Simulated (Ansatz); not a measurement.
# H7N3OSi: the cost of one run

Program: Ansatz 0.2.0. Level of theory: RKS r2SCAN-D4/STO-3G. These are calculated values, not measurements.

## (1) The starting structure

Bond lengths: Si1–O2 1.680 Å, O2–H3 1.010 Å, Si1–N4 1.820 Å, N4–H5 1.060 Å, N4–H6 1.060 Å, Si1–N7 1.819 Å, N7–H8 1.060 Å, N7–H9 1.060 Å, Si1–N10 1.819 Å, N10–H11 1.060 Å, N10–H12 1.060 Å. Angles (14 of 16 angles, heavy atoms first): O2–Si1–N4 109.5°, O2–Si1–N7 109.5°, O2–Si1–N10 109.5°, N4–Si1–N7 109.5°, N4–Si1–N10 109.5°, N7–Si1–N10 109.5°, Si1–O2–H3 109.5°, Si1–N4–H5 120.0°, Si1–N4–H6 120.0°, Si1–N7–H8 120.0°, Si1–N7–H9 120.0°, Si1–N10–H11 120.0°, Si1–N10–H12 120.0°, H5–N4–H6 120.0°.

Coordinates:

```xyz
12

Si    0.0000    0.0000    0.0000
O     0.0000    0.0000    1.6800
H    -0.9095   -0.2814    2.0171
N     1.7163    0.0000   -0.6061
H     2.2145   -0.9180   -0.7868
H     2.2175    0.9180   -0.7783
N    -0.8572    1.4851   -0.6061
H    -1.8773    1.4300   -0.8888
H    -0.3367    2.4058   -0.6766
N    -0.8572   -1.4851   -0.6061
H    -1.3922   -2.1014    0.0704
H    -0.8219   -1.7344   -1.6357
```

## (2) Relaxing the start

input.yaml

```yaml
crystal:
  periodic: [false, false, false]
  atoms:
    - { symbol: Si, position_ang: [0.0, 0.0, 0.0] }
    - { symbol: O, position_ang: [0.0, 0.0, 1.68] }
    - { symbol: H, position_ang: [-0.9095, -0.2814, 2.0171] }
    - { symbol: "N", position_ang: [1.7163, 0.0, -0.6061] }
    - { symbol: H, position_ang: [2.2145, -0.918, -0.7868] }
    - { symbol: H, position_ang: [2.2175, 0.918, -0.7783] }
    - { symbol: "N", position_ang: [-0.8572, 1.4851, -0.6061] }
    - { symbol: H, position_ang: [-1.8773, 1.43, -0.8888] }
    - { symbol: H, position_ang: [-0.3367, 2.4058, -0.6766] }
    - { symbol: "N", position_ang: [-0.8572, -1.4851, -0.6061] }
    - { symbol: H, position_ang: [-1.3922, -2.1014, 0.0704] }
    - { symbol: H, position_ang: [-0.8219, -1.7344, -1.6357] }
basis:
  gaussian: { orbitals: STO-3G }
hamiltonian:
  xc: r2scan
  dispersion: d4
relax:
  f_tol: 0.02
  max_steps: 40
```

Run with:

```
$ ansatz run input.yaml --threads 1 --pin off --max-ram 2048MiB --backend cpu --events-out ev --progress --plain --runs-dir out
```

**Question.** How long does this run take on 1 thread of Arm Neoverse V2, shared host, and how much memory does it need?

About 83 s, with a peak of 0.14 GiB.
